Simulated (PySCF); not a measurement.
**Ways to converge the SCF of BrF**

Aim: find out which solver settings change the answer for BrF.

Method: method and basis as typed in the scripts; program: PySCF 2.14.0.

2 further runs of the same task are left out: 2 that didn't finish.

### 1 The starting structure

BrF: 2 atoms, charge 0, spin multiplicity 1.

Bond lengths: Br1–F2 1.557 Å.

### 2 Base script

input.py reads:

```python
from pyscf import gto, dft, tdscf

mol = gto.M(
    atom='Br 0 0 0; F 0 0 1.557',
    basis='cc-pvdz-dk',
    charge=0,
    spin=0,
    verbose=4,
)
mf = dft.RKS(mol, xc='blyp')
mf = mf.sfx2c1e()
mf = mf.density_fit(auxbasis='def2-universal-jkfit')
mf.kernel()
td = tdscf.TDA(mf)
td.nstates = 8
td.kernel()
td.analyze()
mf.dip_moment()
print('orbital energies (hartree):', mf.mo_energy[..., max(0, mol.nelec[1]-3):mol.nelec[0]+3].round(4))
```

Launch:

```
OMP_NUM_THREADS=1 python input.py
```

Its log is not repeated here.

In short: E(SCF) = -2706.055928 Eh, 9 cycles, μ = 0.84 D, excitations 4.76, 4.76, 9.90, 9.90, 13.27 eV.

The bond length is a typed value, not an optimised one.

### 3 Initial guess vsap

Variant 1 changes initial guess: minao → vsap.

input.py reads:

```python
from pyscf import gto, dft, tdscf

mol = gto.M(
    atom='Br 0 0 0; F 0 0 1.557',
    basis='cc-pvdz-dk',
    charge=0,
    spin=0,
    verbose=4,
)
mf = dft.RKS(mol, xc='blyp')
mf = mf.sfx2c1e()
mf = mf.density_fit(auxbasis='def2-universal-jkfit')
mf.init_guess = 'vsap'
mf.kernel()
td = tdscf.TDA(mf)
td.nstates = 8
td.kernel()
td.analyze()
mf.dip_moment()
print('orbital energies (hartree):', mf.mo_energy[..., max(0, mol.nelec[1]-3):mol.nelec[0]+3].round(4))
```

Launch:

```
OMP_NUM_THREADS=1 python input.py
```

### 4 Smearing width 0.001 hartree

Variant 2 changes smearing width: none → 0.001 hartree; step after the SCF: tda → none.

Edit input.py of step 2 so:

```diff
@@ -1,2 +1,2 @@
-from pyscf import gto, dft, tdscf
+from pyscf import gto, dft, scf
 
@@ -12,7 +12,4 @@
 mf = mf.density_fit(auxbasis='def2-universal-jkfit')
+mf = scf.addons.smearing_(mf, sigma=0.001, method='fermi')
 mf.kernel()
-td = tdscf.TDA(mf)
-td.nstates = 8
-td.kernel()
-td.analyze()
 mf.dip_moment()
```

### 5 Smearing width 0.05 hartree

Variant 3 changes smearing width: none → 0.05 hartree; step after the SCF: tda → none.

Edit input.py of step 2 so:

```diff
@@ -1,2 +1,2 @@
-from pyscf import gto, dft, tdscf
+from pyscf import gto, dft, scf
 
@@ -12,7 +12,4 @@
 mf = mf.density_fit(auxbasis='def2-universal-jkfit')
+mf = scf.addons.smearing_(mf, sigma=0.05, method='fermi')
 mf.kernel()
-td = tdscf.TDA(mf)
-td.nstates = 8
-td.kernel()
-td.analyze()
 mf.dip_moment()
```

### 6 Damping 0.2

Variant 4 changes damping: none → 0.2.

Edit input.py of step 2 so:

```diff
@@ -12,2 +12,4 @@
 mf = mf.density_fit(auxbasis='def2-universal-jkfit')
+mf.damp = 0.2
+mf.diis_start_cycle = 8
 mf.kernel()
```

### 7 DIIS space 4

Variant 5 changes DIIS space: default → 4.

Edit input.py of step 2 so:

```diff
@@ -12,2 +12,3 @@
 mf = mf.density_fit(auxbasis='def2-universal-jkfit')
+mf.diis_space = 4
 mf.kernel()
```

Before running it: what results should come out? Wanted: for each run, E(SCF); from base; gap; SCF dipole; after the SCF.

**Answer**, as computed:

| run | E(SCF) (hartree) | from base (eV) | cycles | gap (eV) | SCF dipole (D) | after the SCF |
| --- | --- | --- | --- | --- | --- | --- |
| base | -2706.055928 | 0 | 9 | 4.15 | 0.84 | lowest root found 4.76 eV |
| initial guess vsap | -2706.055928 | 0.0000 | 9 | 4.15 | 0.84 | lowest root found 4.76 eV |
| smearing width 0.001 hartree | -2706.055928 | 0.0000 | 9 | n/a | 0.84 | n/a |
| smearing width 0.05 hartree | -2705.979284 | +2.0856 | 11 | n/a | 0.63 | n/a |
| damping 0.2 | -2706.055928 | 0.0000 | 17 | 4.15 | 0.84 | lowest root found 4.76 eV |
| DIIS space 4 | -2706.055928 | 0.0000 | 9 | 4.15 | 0.84 | lowest root found 4.76 eV |

Distance from each run's final energy (log10 hartree) by cycle:

| run | cycle 1 | cycle 2 | cycle 3 | cycle 5 | cycle 8 | cycle 12 |
| --- | --- | --- | --- | --- | --- | --- |
| base | -1.4 | -0.8 | -2.8 | -5.9 | < -11 | done |
| initial guess vsap | -0.3 | 0.1 | -2.6 | -4.6 | -9.4 | done |
| smearing width 0.001 hartree | -1.4 | -0.8 | -2.8 | -5.9 | < -11 | done |
| smearing width 0.05 hartree | -1.4 | -0.5 | -2.2 | -4.0 | -6.7 | done |
| damping 0.2 | -1.4 | -1.1 | -0.8 | -0.3 | 1.0 | -2.1 |
| DIIS space 4 | -1.4 | -0.8 | -2.8 | -5.9 | -10.2 | done |

No change of the SCF energy comes from initial guess vsap or smearing width 0.001 hartree or damping 0.2 or DIIS space 4. The base needs 9 cycles and the run with damping 0.2 needs 17.
